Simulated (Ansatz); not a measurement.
# ScTe2: the cost of one run

Computed with Ansatz 0.2.0 (DFT PBE, scalar-relativistic, plane waves, PAW, unless a step's input says otherwise).

## Step 1: The structure to begin with

It takes space group Fm-3m (No. 225, cubic). The conventional cell has a = 6.933 Å, b = 6.933 Å, c = 6.933 Å, α = 90.00°, β = 90.00°, γ = 90.00°. Sc (site symmetry m-3m) is surrounded by 8 Te at 3.00 Å. Te (site symmetry -43m) has 4 Sc at 3.00 Å as nearest neighbours.

As a file:

```cif
data_structure
_symmetry_space_group_name_H-M 'P 1'
_symmetry_Int_Tables_number 1
_cell_length_a 4.9022
_cell_length_b 4.9022
_cell_length_c 4.9022
_cell_angle_alpha 60.000
_cell_angle_beta 60.000
_cell_angle_gamma 60.000
_cell_volume 83.30
loop_
_atom_site_label
_atom_site_type_symbol
_atom_site_fract_x
_atom_site_fract_y
_atom_site_fract_z
_atom_site_occupancy
Sc1 Sc 0.00000 0.00000 0.00000 1
Te1 Te 0.25000 0.25000 0.25000 1
Te2 Te 0.75000 0.75000 0.75000 1
```

This is candidate A: fluorite type (Fm-3m, No. 225).

(A quick probe on a coarse mesh, which set the mesh and smearing, is not shown.)

## Step 3: Rough relaxation on the coarse mesh (candidate A)

The input, input.yaml:

```yaml
crystal:
  lattice:
    - [0.0, 3.4664118258, 3.4664118258]
    - [3.4664118258, 0.0, 3.4664118258]
    - [3.4664118258, 3.4664118258, 0.0]
  atoms:
    - { symbol: Sc, position: [0.0, 0.0, 0.0] }
    - { symbol: Te, position: [0.25, 0.25, 0.25] }
    - { symbol: Te, position: [0.75, 0.75, 0.75] }
basis:
  ecutwfc: 420
kpoints:
  mp_grid: { grid: [4, 4, 4] }
hamiltonian:
  xc: pbe
scf:
  occupations: { method: gaussian, width: 0.1 }
  lower_state_search: "off"
output:
  forces: true
  stress: true
  eigenvalues: true
relax:
  adjacent_minimum: "off"
  f_tol: 0.04
  max_steps: 70
  cell: { stress_tol: 0.4 }
```

The run is started by

```sh
ansatz run input.yaml --threads 1 --pin off --max-ram 2560MiB --backend cpu --events-out ev --progress --plain --runs-dir out
```

Q: Estimate wall time and peak memory on 1 thread of Arm Neoverse V2, shared host.

About 6 s, with a peak of 0.35 GiB.
